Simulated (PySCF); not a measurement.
**AuCl₂: doublet, from a PBE0 minimum start**

The task is one start of a wider search on AuCl₂: the doublet, from a PBE0 minimum start. It is relaxed, tested by its Hessian and followed downhill if it is a saddle.

Program: PySCF 2.14.0. Level of theory: PBE0, basis Au def2-TZVP with ECP60, Cl def2-TZVP, scalar-relativistic core potentials, no spin–orbit coupling, density fitting. These are calculated values, not measurements.

## (1) The system as given

3 atoms, charge 0, spin multiplicity 2.

Bond lengths: Au1–Cl2 2.235 Å, Au1–Cl3 2.235 Å. Angles: Cl2–Au1–Cl3 180.0°.

```xyz
3
charge 0 multiplicity 2
Au    0.0000    0.0000    0.0000
Cl    0.0000    0.0000    2.2348
Cl    0.0000    0.0000   -2.2348
```

## (2) Finding the electronic state

One driver script runs all steps and calls PySCF; scf.py shows how it sets up the SCF of each step. The optimiser is the driver's own. After this first run the driver tries any further starts and a stability analysis.

The input, scf.py:

```python
from pyscf import gto, scf, dft
mol = gto.M(atom='''
Au     0.000000    -0.000000     0.000000
Cl    -0.000000    -0.000000     2.234780
Cl     0.000000     0.000000    -2.234780''',
    basis={'Au': 'def2-TZVP', 'Cl': 'def2-TZVP'},
    ecp={'Au': 'def2-TZVP'},
    charge=0, spin=1)
mf = dft.UKS(mol, xc='PBE0')
mf.grids.atom_grid = (50, 194)
aux = {'Au': 'def2-universal-JKFIT', 'Cl': 'def2-universal-JKFIT'}
mf = mf.density_fit(auxbasis=aux)
mf.conv_tol = 1e-08
mf.diis_space = 10
mf.max_cycle = 60
mf.init_guess = 'minao'
mf.verbose = 4
mf.kernel()
```

Started as:

```console
$ OMP_NUM_THREADS=4 python axn.py task.json out
```

The runs that follow: PBE0 minimum start, doublet: relaxation; Is it a minimum? Harmonic modes.

**Question.** What will these runs give? Wanted: minimum; geometry; wavenumbers; dipole moment; highest occupied, lowest empty level; polar-tensor charge of Au1; zero-point energy; atomisation energy; ⟨S²⟩.

As calculated:

```
                                          quantity                                value
                                           minimum                         doublet, D∞h
                                          geometry  Au–Cl 2.203 Å (×2); Cl–Au–Cl 180.0°
                                wavenumbers (cm⁻¹)                    66, 118, 374, 413
                                     dipole moment                               0.00 D
highest occupied, lowest empty level (either spin)                      -8.49, -6.47 eV
                        polar-tensor charge of Au1                              +0.58 e
                                 zero-point energy                           5.8 kJ/mol
                               entropy at 298.15 K                      295.4 J/(mol K)
         atomisation energy (no zero-point energy)                           497 kJ/mol
                                              ⟨S²⟩                                0.755
```

In words: The PBE0 minimum start keeps its D∞h symmetry and ends in a minimum. In the infrared the band at 413 cm⁻¹ (stretch) leads. The dipole vanishes although Au1 carries +0.6 e by the polar tensor: the bond dipoles cancel. Only this shape and spin were tried, so other structures or states may lie lower. The SCF density has lower symmetry than the nuclear frame. One determinant may miss the lowest occupation of an open d or f shell. With an element this heavy the missing spin–orbit coupling can shift these numbers.
